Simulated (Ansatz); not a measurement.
# Hf2Pd2Se2Br2O3 under changes of volume

One of the cells (30.040 Å³/atom); the others are scaled copies at fixed shape and fractional positions:

```
Hf Pd Se Br O
1.0
     7.58666   -1.70971   -1.17576
     7.58666    1.70971   -1.17576
    -2.02446    0.00000   13.05155
Hf Pd Se Br O
2 2 2 2 3
Direct
  0.94514 0.94514 0.06144
  0.60628 0.60628 0.28309
  0.17920 0.17920 0.50964
  0.32286 0.32286 0.74307
  0.92232 0.92232 0.84566
  0.78991 0.78991 0.58800
  0.58645 0.58645 0.04520
  0.24604 0.24604 0.28651
  0.59701 0.59701 0.42127
  0.38554 0.38554 0.07302
  0.03094 0.03094 0.22169
```

The cell was built by a generator and needn't be a form met in nature.

* Program: Ansatz 0.2.0
* Functional: PBE
* Potentials or basis: Ansatz PAW
* Cutoff: 420 eV (not typed: the program's choice for these potentials)
* k mesh: 8 × 8 × 2
* Occupations: fermi-dirac, width 0.05 eV
* Spin: no spin polarisation

| volume (Å³/atom) | energy over the lowest point (meV/atom) | pressure (GPa) | gap on the mesh (eV) | largest force (eV/Å) |
| --- | --- | --- | --- | --- |
| 28.238 | ? | ? | ? | ? |
| 28.839 | 10.82 | 3.0 | 0.88 | 0.837 |
| 29.440 | 2.62 | 1.4 | 0.86 | 0.402 |
| 30.040 | 0.00 | 0.0 | 0.84 | 0.006 |
| 30.641 | 2.41 | -1.3 | 0.82 | 0.379 |
| 31.242 | 9.30 | -2.4 | 0.80 | 0.730 |
| 31.843 | 20.22 | -3.4 | 0.78 | 1.057 |

**Question.** What does the run at 28.238 Å³/atom give?

**Answer.** Energy over the lowest point 25.28 meV/atom; pressure 4.7 GPa; gap on the mesh 0.90 eV; largest force 1.305 eV/Å.

Worked out: A Birch-Murnaghan fit of order 3 (a polynomial in V^(-2/3)) to the other rows has its minimum at 30.04 Å³/atom with B0 = V·E''(V) = 67 GPa and B' = 4.5 at fixed shape and positions, which overstates the stiffness. It gives 25.28 meV/atom at 28.238 Å³/atom, against the run's 25.28, and -dE/dV = 4.8 GPa, against 4.7. A straight line through the other rows of the gap, of slope -1.01 eV per unit of ln V, extrapolates to 0.90 eV, against the run's 0.90.

Energies are extrapolated to zero smearing.

Caveats: spin-orbit coupling is left out, which moves the levels of the heavy elements; forces of over 1 eV/Å show positions far from the minimum, so gaps and moduli don't describe the material at rest (some runs).

A mesh can miss the band edges.
